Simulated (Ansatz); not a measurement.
# Al28In4As32: the cost of one run

All numbers are computed with Ansatz 0.2.0 (PAW, plane waves).

**1. Starting point**

64 atoms (28 Al, 4 In, 32 As); a = 11.447 Å, b = 11.447 Å, c = 11.447 Å, α = 90.00°, β = 90.00°, γ = 90.00°. All atoms were shaken off their sites by about 0.02 Å along each axis; atoms next to an added one may be pushed further to make room.

Steps to follow: (2) PBEsol cell relaxation at the single k point (¼, ¼, ¼), on 1 × NVIDIA H100 80GB HBM3 with 4 threads of AMD EPYC 7R13; (3) r²SCAN single point at the single k point (¼, ¼, ¼), on 1 × NVIDIA H100 80GB HBM3 with 4 threads of AMD EPYC 7R13.

**2. PBEsol relaxation of the cell and the positions**

Input file in.yaml:

```yaml
crystal:
  lattice:
    - [11.447375, 0.000000, 0.000000]
    - [0.000000, 11.447375, 0.000000]
    - [0.000000, 0.000000, 11.447375]
  atoms:
    - { symbol: Al, position: [0.997417, 0.000849, 0.998207] }
    - { symbol: Al, position: [0.003037, 0.000457, 0.499049] }
    - { symbol: Al, position: [0.001169, 0.500052, 0.999152] }
    - { symbol: Al, position: [0.499741, 0.997445, 0.998898] }
    - { symbol: Al, position: [0.499374, 0.502895, 0.001201] }
    - { symbol: Al, position: [0.249794, 0.247753, 0.500704] }
    - { symbol: Al, position: [0.249824, 0.750307, 0.001873] }
    - { symbol: Al, position: [0.251126, 0.749000, 0.499228] }
    - { symbol: Al, position: [0.747369, 0.249042, 0.001531] }
    - { symbol: Al, position: [0.750139, 0.245393, 0.498881] }
    - { symbol: Al, position: [0.752518, 0.749021, 0.998838] }
    - { symbol: Al, position: [0.749884, 0.749573, 0.501305] }
    - { symbol: Al, position: [0.248972, 0.999761, 0.248662] }
    - { symbol: Al, position: [0.250017, 0.002159, 0.751560] }
    - { symbol: Al, position: [0.251336, 0.503408, 0.248251] }
    - { symbol: Al, position: [0.250372, 0.499301, 0.749455] }
    - { symbol: Al, position: [0.748122, 0.998460, 0.250013] }
    - { symbol: Al, position: [0.748431, 0.001900, 0.750787] }
    - { symbol: Al, position: [0.750765, 0.498778, 0.252808] }
    - { symbol: Al, position: [0.746894, 0.500524, 0.750670] }
    - { symbol: Al, position: [0.999633, 0.249797, 0.250255] }
    - { symbol: Al, position: [0.000671, 0.247614, 0.750022] }
    - { symbol: Al, position: [0.001988, 0.749988, 0.246536] }
    - { symbol: Al, position: [0.995579, 0.749915, 0.749310] }
    - { symbol: Al, position: [0.499826, 0.252116, 0.250209] }
    - { symbol: Al, position: [0.500026, 0.254076, 0.748315] }
    - { symbol: Al, position: [0.504291, 0.750429, 0.249640] }
    - { symbol: Al, position: [0.504539, 0.748214, 0.750710] }
    - { symbol: In, position: [0.001515, 0.498956, 0.501078] }
    - { symbol: In, position: [0.500609, 0.000901, 0.500120] }
    - { symbol: In, position: [0.501902, 0.499915, 0.498545] }
    - { symbol: In, position: [0.250001, 0.248302, 0.001815] }
    - { symbol: As, position: [0.123391, 0.125373, 0.125289] }
    - { symbol: As, position: [0.126552, 0.126344, 0.625319] }
    - { symbol: As, position: [0.124881, 0.627343, 0.126366] }
    - { symbol: As, position: [0.124000, 0.623371, 0.625222] }
    - { symbol: As, position: [0.625198, 0.126012, 0.124746] }
    - { symbol: As, position: [0.627360, 0.125699, 0.621817] }
    - { symbol: As, position: [0.624539, 0.626699, 0.123288] }
    - { symbol: As, position: [0.624290, 0.624115, 0.624362] }
    - { symbol: As, position: [0.377042, 0.374901, 0.124064] }
    - { symbol: As, position: [0.375815, 0.374127, 0.627003] }
    - { symbol: As, position: [0.374400, 0.876302, 0.126307] }
    - { symbol: As, position: [0.374490, 0.876911, 0.624836] }
    - { symbol: As, position: [0.875879, 0.374661, 0.128452] }
    - { symbol: As, position: [0.876522, 0.376584, 0.624768] }
    - { symbol: As, position: [0.873464, 0.873518, 0.123615] }
    - { symbol: As, position: [0.878752, 0.874803, 0.623980] }
    - { symbol: As, position: [0.374286, 0.125651, 0.374093] }
    - { symbol: As, position: [0.375462, 0.126518, 0.875215] }
    - { symbol: As, position: [0.377731, 0.626874, 0.377545] }
    - { symbol: As, position: [0.374351, 0.625036, 0.873901] }
    - { symbol: As, position: [0.875333, 0.125801, 0.375147] }
    - { symbol: As, position: [0.872940, 0.122999, 0.874590] }
    - { symbol: As, position: [0.875978, 0.625958, 0.374708] }
    - { symbol: As, position: [0.872438, 0.623798, 0.874521] }
    - { symbol: As, position: [0.122420, 0.373502, 0.375293] }
    - { symbol: As, position: [0.125929, 0.374234, 0.875483] }
    - { symbol: As, position: [0.122385, 0.876643, 0.375351] }
    - { symbol: As, position: [0.123453, 0.873792, 0.873839] }
    - { symbol: As, position: [0.628222, 0.375767, 0.375603] }
    - { symbol: As, position: [0.627602, 0.371032, 0.876181] }
    - { symbol: As, position: [0.624601, 0.872600, 0.372113] }
    - { symbol: As, position: [0.627481, 0.872741, 0.872887] }
  symmetry: { detect: false }
kpoints:
  mp_grid: { grid: [1, 1, 1], shift: [0.25, 0.25, 0.25] }
hamiltonian:
  xc: pbesol
scf:
  occupations: { method: fermi_dirac, width: 0.01 }
relax:
  f_tol: 0.03
  max_steps: 80
  escape_saddle: false
  adjacent_minimum: "off"
  cell: { fix: [shape] }
output:
  forces: true
  eigenvalues: true
  populations: true
```

Command:

```console
$ ansatz run in.yaml --threads 4 --pin off --max-ram 42750MiB --runs-dir r --events-out ev --progress --plain --backend cuda --devices 0, --max-vram 37GiB
```

Q: Estimate wall time and peak memory on 1 × NVIDIA H100 80GB HBM3 with 4 threads of AMD EPYC 7R13, shared host.

About 9.5 s, with a peak of 1.6 GiB on the host.
